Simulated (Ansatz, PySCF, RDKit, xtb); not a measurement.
**C3H6O3Si: ranking a sample of isomers**

A sample of isomers of C3H6O3Si is drawn. Aim: find which of them has the lowest free energy at 298.15 K, then its properties. The sample is small against all isomers, and the most stable one of this formula need not be in it.

The funnel: GFN2-xTB relaxations, single points with a density functional, relaxations at PBE0-D3(BJ)/def2-SVP, harmonic vibrations (at GFN2-xTB), and a last energy at a higher level. All values are calculated.

### Step 1. Drawing up candidates

Isomers were taken from a list of plausible structures; this is a sample, not all of them. That gives 14 candidates.

```
label                  SMILES     spin
 c041        C=C(OC=O)[SiH2]O  singlet
 c084          O=COC[SiH2]C=O  singlet
 c127      C[Si@@H]1OCC(=O)O1  singlet
 c162        O=CC(=O)CO[SiH3]  singlet
 c235        CC(=O)O[SiH2]C=O  singlet
 c344         O[Si]1(O)CC=CO1  singlet
 c413         O=C1CO[SiH2]CO1  singlet
 c583   O=C1C[C@H](O[SiH3])O1  singlet
 c704    O=C1CO[C@@H]1O[SiH3]  singlet
 c712      CC(=O)[SiH2]C(=O)O  singlet
 c736         CO[SiH](C=O)C=O  singlet
 c849   O=C1OC[C@H]([SiH3])O1  singlet
 c955  O=C(O)[C@@H]1OC[SiH2]1  singlet
 c966        CO[Si@@H]1COC1=O  singlet
```

Candidates are built by distance geometry, with a force field where one applies, in up to four conformers (letters a to d).

**Question.** With final energies at CCSD(T)/def2-SVP + MP2/def2-TZVPP - MP2/def2-SVP, which structure will this search put lowest in free energy, and by what margin?

| quantity | value |
| --- | --- |
| lowest structure found | O[Si]1(O)CC=CO1, singlet |
| next finalist | C[Si@@H]1OCC(=O)O1, singlet, 26.2 kcal/mol higher in G |
| share at equilibrium, among the finalists | 100.0 % |
| dipole moment (PBE0/def2-SVPD) | 1.18 D |
| HOMO energy (PBE0/def2-SVPD) | -6.59 eV |
| LUMO energy (PBE0/def2-SVPD) | -0.02 eV |
| HOMO–LUMO gap (PBE0/def2-SVPD) | 6.57 eV |
| lowest excitation (TD-PBE0/def2-SVPD) | 5.58 eV (f = 0.001) |
| strongest of the states computed, same level | 6.47 eV (f = 0.085) |
| lowest triplet excitation, same level, Tamm-Dancoff | 4.08 eV |
| vertical ionisation energy | 8.72 eV |
| vertical electron affinity | -1.09 eV (unbound: the value depends on the basis) |
| vertical triplet less singlet | +4.04 eV |

`O[Si]1(O)CC=CO1` comes out lowest. The margin of 26.2 kcal/mol over the next finalist is beyond the usual error of the last level; it says nothing of structures that weren't ranked. GFN2-xTB, r2SCAN-D4/def2-SVP, PBE0-D3(BJ)/def2-SVP, HF/def2-SVP and MP2/def2-SVP already put its bonding pattern lowest among the structures in one piece; HF/STO-3G favours the singlet C[Si@@H]1OCC(=O)O1. Lowest found is not proven lowest: the search is finite, and each finalist counts with one conformer. Only 14 drawn patterns were tried, so whole families of isomers are missing, and the result ranks this sample alone.
